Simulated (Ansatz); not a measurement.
Working through a single point from an input written key by key of CH₇ClGeSi, SMILES C[SiH](Cl)[GeH3]

With Ansatz's Python interface.

Interactive session:
```pycon
>>> import ansatz
>>> import numpy as np
>>> deck = {
...     "crystal": {
...         "periodic": [False, False, False],
...         "atoms": [
...             {"symbol": "C", "position_ang": [0.0996, 1.4941, 0.7266]},
...             {"symbol": "Si", "position_ang": [0.4224, -0.2913, 0.6692]},
...             {"symbol": "Cl", "position_ang": [2.4654, -0.573, 0.5713]},
...             {"symbol": "Ge", "position_ang": [-0.4824, -1.2136, -1.206]},
...             {"symbol": "H", "position_ang": [0.4574, 2.0141, -0.2165]},
...             {"symbol": "H", "position_ang": [0.5218, 2.0069, 1.6104]},
...             {"symbol": "H", "position_ang": [-1.0203, 1.6915, 0.7613]},
...             {"symbol": "H", "position_ang": [-0.0724, -0.9126, 1.8726]},
...             {"symbol": "H", "position_ang": [-2.0859, -0.9905, -1.0974]},
...             {"symbol": "H", "position_ang": [0.0147, -0.5409, -2.449]},
...             {"symbol": "H", "position_ang": [-0.2549, -2.7417, -1.2219]},
...         ],
...     },
...     "basis": {"gaussian": {"orbitals": "def2-SVP"}},
...     "hamiltonian": {"xc": "hf"},
...     "output": {"forces": True},
... }
>>> session = ansatz.Session.from_dict(deck)
>>> summary = session.plan(threads=1).execute().report

>>> print(f"E = {summary['free_energy_ev']:.6f} eV = {summary['free_energy_ev'] / 27.211386246:.7f} Ha")
E = -77967.728693 eV = -2865.2611810 Ha
>>> print("converged:", summary["converged"], " doubts:", summary["published_state_doubts"] or "none")
converged: True  doubts: none
>>> symbols = ["C", "Si", "Cl", "Ge", "H", "H", "H", "H", "H", "H", "H"]
>>> field = summary["mean_field"]
>>> print("<S^2> =", round(abs(field["state"]["spin_squared"]), 4), " all-electron relativity setting:", field["relativity"])
<S^2> = 0.0  all-electron relativity setting: none
>>> print("passes:", field["passes"])
passes: {'evaluations': 10, 'products': 16}
>>> if "symmetry" in field:
...     print("occupied orbitals by irrep:", field["symmetry"]["occupied"])
...
occupied orbitals by irrep: [{'A': 38}, {'A': 38}]
>>> print("forces (eV/A)")
forces (eV/A)
>>> for symbol, f in zip(symbols, summary["forces_ev_ang"]):
...     print(f"  {symbol:2s} {f[0]:9.4f} {f[1]:9.4f} {f[2]:9.4f}")
...
  C    -1.3324    2.6556   -0.6978
  Si    0.6378    0.0364    0.6672
  Cl    0.6906   -0.1661    0.0620
  Ge   -2.2475   -1.0990   -0.4320
  H    -0.2351   -0.5921    1.2199
  H    -0.0022   -0.2753   -0.4704
  H     1.2710   -0.3516   -0.0053
  H    -0.2090   -0.4551    0.6479
  H     1.1635   -0.1561   -0.2029
  H     0.2312    0.1930   -0.6074
  H     0.0321    0.2104   -0.1812
>>> charges = summary["charge_distribution"]
>>> dipole = np.array(charges["dipole_moment_e_ang"]) * 4.803205
>>> print("dipole (D): {:.3f} {:.3f} {:.3f}, length {:.3f}".format(*dipole, np.linalg.norm(dipole)))
dipole (D): -1.336 0.963 0.112, length 1.651
>>> print("atom  Mulliken   Lowdin")
atom  Mulliken   Lowdin
>>> for symbol, m, l in zip(symbols, charges["mulliken_charges_e"], charges["lowdin_charges_e"]):
...     print(f"{symbol:4s} {m:9.3f} {l:8.3f}")
...
C       -0.412   -0.135
Si       0.701    0.173
Cl      -0.376    0.032
Ge       0.308    0.138
H        0.081    0.029
H        0.085    0.017
H        0.073    0.031
H       -0.130   -0.096
H       -0.120   -0.062
H       -0.109   -0.066
H       -0.102   -0.061
```

Total energies depend on the basis set; only differences at equal settings carry meaning. The geometry is a force-field or estimated start, not a minimum of this method, and the basis set is short of its limit. The Löwdin charges here are taken after orthogonalising the functions within each atom; they differ from plain Löwdin charges, and their signs can be unphysical. Run time: 3.2 s on 1 thread of Arm Neoverse V2 (shared host), peak memory 0.31 GiB.

(Lines on the test bed's own set-up are left out of the output.)
